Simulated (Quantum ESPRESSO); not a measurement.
# C in Quantum ESPRESSO: relaxation of the atoms with PBEsol

Aim: the relaxation of the atoms of C with PBEsol.

Everything below comes from runs of Quantum ESPRESSO 7.5. Logs are shortened: lines on timing, memory, paths and dates and some standing lists are left out, and cuts for length are marked.

**1. The structure**

The cell holds a sheet with vacuum, 2 atoms: a = 2.412 Å, b = 2.412 Å, c = 16.000 Å, α = 90.00°, β = 90.00°, γ = 120.00°.

The cell was built by a generator and needn't be a form met in nature.

**2. Relaxation of the atoms, PBEsol**

pw.in

```
&CONTROL
  calculation = 'relax'
  prefix = 'pwscf'
  outdir = './tmp'
  pseudo_dir = './pseudo'
  tprnfor = .true.
  disk_io = 'low'
  nstep = 40
  forc_conv_thr = 0.0004
  etot_conv_thr = 1d-05
/
&SYSTEM
  ibrav = 0
  nat = 2
  ntyp = 1
  ecutwfc = 82
  nbnd = 9
  occupations = 'smearing'
  smearing = 'mv'
  degauss = 0.00734986
/
&ELECTRONS
  conv_thr = 4d-10
  electron_maxstep = 120
  mixing_beta = 0.5
/
&IONS
  ion_dynamics = 'bfgs'
/
ATOMIC_SPECIES
C     12.0110 C.upf
CELL_PARAMETERS angstrom
   2.4117800000    0.0000000000    0.0000000000
  -1.2058900000    2.0886627483    0.0000000000
   0.0000000000    0.0000000000   16.0000000000
ATOMIC_POSITIONS crystal
C      0.0000000000    0.0000000000    0.5000000000
C      0.3333333333    0.6666666667    0.5000000000
K_POINTS automatic
18 18 1 0 0 0
```

Potentials or basis: PseudoDojo 0.4.1 SR PBEsol standard.

Started as:

```console
OMP_NUM_THREADS=1 pw.x -in pw.in > pw.out
```

pw.out:

```text
This program is part of the open-source Quantum ESPRESSO suite
     for quantum simulation of materials; please cite
[... 9 lines left out ...]
     --------------------
     sticks:   dense  smooth     PW     G-vecs:    dense   smooth      PW
     Sum         475     475    151                54517    54517    9125

     Using Slab Decomposition

     bravais-lattice index     =            0
     lattice parameter (alat)  =       4.5576  a.u.
     unit-cell volume          =     543.9044 (a.u.)^3
     number of atoms/cell      =            2
     number of atomic types    =            1
     number of electrons       =         8.00
     number of Kohn-Sham states=            9
     kinetic-energy cutoff     =      82.0000  Ry
     charge density cutoff     =     328.0000  Ry
     scf convergence threshold =      4.0E-10
     mixing beta               =       0.5000
     number of iterations used =            8  plain     mixing
     energy convergence thresh.=      1.0E-05
     force convergence thresh. =      4.0E-04
     Exchange-correlation= PBESOL
                           (   1   4  10   8   0   0   0)
     nstep                     =           40

     celldm(1)=   4.557604  celldm(2)=   0.000000  celldm(3)=   0.000000
     celldm(4)=   0.000000  celldm(5)=   0.000000  celldm(6)=   0.000000

     crystal axes: (cart. coord. in units of alat)
               a(1) = (   1.000000   0.000000   0.000000 )
               a(2) = (  -0.500000   0.866025   0.000000 )
               a(3) = (   0.000000   0.000000   6.634104 )

     reciprocal axes: (cart. coord. in units 2 pi/alat)
               b(1) = (  1.000000  0.577350 -0.000000 )
               b(2) = (  0.000000  1.154701  0.000000 )
               b(3) = (  0.000000 -0.000000  0.150736 )

     PseudoPot. # 1 for C  read from file:
     C.upf
     Pseudo is Norm-conserving + core correction, Zval =  4.0
     Generated using ONCVPSP code by D. R. Hamann
     Using radial grid of 1248 points,  4 beta functions with:
                l(1) =   0
                l(2) =   0
                l(3) =   1
                l(4) =   1

     atomic species   valence    mass     pseudopotential
     C                 4.00    12.01100     C ( 1.00)

     24 Sym. Ops., with inversion, found (12 have fractional translation)

   Cartesian axes

     site n.     atom                  positions (alat units)
         1        C      tau(   1) = (   0.0000000   0.0000000   3.3170521  )
         2        C      tau(   2) = (  -0.0000000   0.5773503   3.3170521  )

     number of k points=    37  Marzari-Vanderbilt smearing, width (Ry)=  0.0073
                       cart. coord. in units 2pi/alat
        k(    1) = (   0.0000000   0.0000000   0.0000000), wk =   0.0061728
        k(    2) = (   0.0000000   0.0641500   0.0000000), wk =   0.0370370
        k(    3) = (   0.0000000   0.1283001   0.0000000), wk =   0.0370370
        k(    4) = (   0.0000000   0.1924501   0.0000000), wk =   0.0370370
        k(    5) = (   0.0000000   0.2566001   0.0000000), wk =   0.0370370
        k(    6) = (   0.0000000   0.3207501   0.0000000), wk =   0.0370370
[... 29 lines left out ...]
        k(   36) = (   0.2777778   0.5452753   0.0000000), wk =   0.0740741
        k(   37) = (   0.3333333   0.5773503   0.0000000), wk =   0.0123457

     Dense  grid:    54517 G-vectors     FFT dimensions: (  27,  27, 180)

     Initial potential from superposition of free atoms

     starting charge       7.9999, renormalised to       8.0000

     negative rho (up, down):  1.627E-05 0.000E+00
     Starting wfcs are    8 randomized atomic wfcs +    1 random wfcs

     Self-consistent Calculation

     iteration #  1     ecut=    82.00 Ry     beta= 0.50
     Davidson diagonalization with overlap
     ethr =  1.00E-02,  avg # of iterations =  8.4

     negative rho (up, down):  7.164E-06 0.000E+00

     total energy              =     -24.00294752 Ry
     estimated scf accuracy    <       0.23701780 Ry

     iteration #  2     ecut=    82.00 Ry     beta= 0.50
     Davidson diagonalization with overlap
     ethr =  2.96E-03,  avg # of iterations =  2.6

     negative rho (up, down):  1.646E-06 0.000E+00

     total energy              =     -24.01111336 Ry
     estimated scf accuracy    <       0.02000736 Ry

     iteration #  3     ecut=    82.00 Ry     beta= 0.50
     Davidson diagonalization with overlap
     ethr =  2.50E-04,  avg # of iterations =  7.5

     negative rho (up, down):  4.732E-08 0.000E+00

     total energy              =     -24.01466937 Ry
     estimated scf accuracy    <       0.00055658 Ry

     iteration #  4     ecut=    82.00 Ry     beta= 0.50
     Davidson diagonalization with overlap
     c_bands:  1 eigenvalues not converged
     ethr =  6.96E-06,  avg # of iterations =  7.3

     total energy              =     -24.01470215 Ry
     estimated scf accuracy    <       0.00007540 Ry

     iteration #  5     ecut=    82.00 Ry     beta= 0.50
     Davidson diagonalization with overlap
     ethr =  9.43E-07,  avg # of iterations =  2.8

     total energy              =     -24.01471816 Ry
     estimated scf accuracy    <       0.00000126 Ry
[... 12 lines left out ...]
     total energy              =     -24.01471854 Ry
     estimated scf accuracy    <          1.6E-09 Ry

     iteration #  8     ecut=    82.00 Ry     beta= 0.50
     Davidson diagonalization with overlap
     ethr =  2.05E-11,  avg # of iterations =  2.2

     End of self-consistent calculation

          k = 0.0000 0.0000 0.0000 (  6843 PWs)   bands (ev):

   -21.7367  -9.8142  -4.6536  -4.6536   1.5046   2.3916   2.8255   4.4363
     5.1038

          k = 0.0000 0.0642 0.0000 (  6891 PWs)   bands (ev):

   -21.6609  -9.7218  -4.9604  -4.8240   1.6078   2.4963   2.9311   4.5405
     5.2065
[... 28 lines left out ...]
   -18.0982 -12.9870  -7.9843  -5.6115   1.9036   6.4037   6.6912   7.5111
     8.0054

          k = 0.0000 0.5132 0.0000 (  6796 PWs)   bands (ev):

   -17.0357 -14.3837  -8.2137  -4.6561   0.5861   6.4329   8.0864   9.0448
     9.5841

          k = 0.0000-0.5774 0.0000 (  6790 PWs)   bands (ev):

   -16.1454 -15.3869  -8.2910  -4.1942   0.0003   6.4031   9.7197   9.8451
    10.6430

          k = 0.0556 0.0962 0.0000 (  6887 PWs)   bands (ev):

   -21.5095  -9.5374  -5.5064  -5.1644   1.8143   2.7057   3.1422   4.7489
     5.4126

          k = 0.0556 0.1604 0.0000 (  6866 PWs)   bands (ev):
[... 121 lines left out ...]
   -15.2755 -14.0062 -12.2569  -2.6517  -0.7663   9.1349  10.6210  11.8127
    12.0005

          k = 0.3333 0.5774 0.0000 (  6768 PWs)   bands (ev):

   -14.4394 -14.4394 -12.8094  -1.6912  -1.6912   8.9566  11.7176  11.7176
    12.1416

     the Fermi energy is    -1.6772 ev

!    total energy              =     -24.01471854 Ry
     estimated scf accuracy    <          4.2E-11 Ry
     smearing contrib. (-TS)   =      -0.00002978 Ry
     internal energy E=F+TS    =     -24.01468877 Ry

     The total energy is F=E-TS. E is the sum of the following terms:
     one-electron contribution =    -178.26302343 Ry
     hartree contribution      =      90.61623865 Ry
     xc contribution           =      -8.60424940 Ry
     ewald contribution        =      72.23634541 Ry

     convergence has been achieved in   8 iterations

     Forces acting on atoms (cartesian axes, Ry/au):

     atom    1 type  1   force =     0.00000000   -0.00000000    0.00000000
     atom    2 type  1   force =     0.00000000    0.00000000    0.00000000

     Total force =     0.000000     Total SCF correction =     0.000000

     BFGS Geometry Optimization
     Energy error            =      2.0E-52 Ry
     Gradient error          =      9.9E-27 Ry/Bohr

     bfgs converged in   1 scf cycles and   0 bfgs steps
     (criteria: energy <  1.0E-05 Ry, force <  4.0E-04 Ry/Bohr)

     End of BFGS Geometry Optimization

     Final energy             =     -24.0147185448 Ry
Begin final coordinates

ATOMIC_POSITIONS (crystal)
C                0.0000000000        0.0000000000        0.5000000000
C                0.3333333333        0.6666666667        0.5000000000
End final coordinates

=------------------------------------------------------------------------------=
   JOB DONE.
=------------------------------------------------------------------------------=
```

It took 37 s on 1 thread of Intel Xeon Platinum 8375C at 2.90GHz (Ice Lake), shared host; peak memory 0.11 GiB.

Results:

| Quantity | Value |
| --- | --- |
| Free energy | -326.7369 eV |
| Band gap on the k mesh | none (metal or under the smearing width) |

Final structure:
```cif
data_structure
_symmetry_space_group_name_H-M 'P 1'
_symmetry_Int_Tables_number 1
_cell_length_a 2.4118
_cell_length_b 2.4118
_cell_length_c 16.0000
_cell_angle_alpha 90.000
_cell_angle_beta 90.000
_cell_angle_gamma 120.000
_cell_volume 80.60
loop_
_atom_site_label
_atom_site_type_symbol
_atom_site_fract_x
_atom_site_fract_y
_atom_site_fract_z
_atom_site_occupancy
C1 C 0.00000 0.00000 0.50000 1
C2 C 0.33333 0.66667 0.50000 1
```

Levels at points of the mesh, in eV from the Fermi level:
| k point | band 1 | band 2 | band 3 | band 4 | band 5 | band 6 | band 7 | band 8 |
| --- | --- | --- | --- | --- | --- | --- | --- | --- |
| (0.00, 0.00, 0.00) | -20.06 | -8.14 | -2.98 | -2.98 | 3.18 | 4.07 | 4.50 | 6.11 |
| (0.00, -0.50, 0.00) | -14.47 | -13.71 | -6.61 | -2.52 | 1.68 | 8.08 | 11.40 | 11.52 |

Caveat: the relaxation stopped at its first step, so nothing moved.
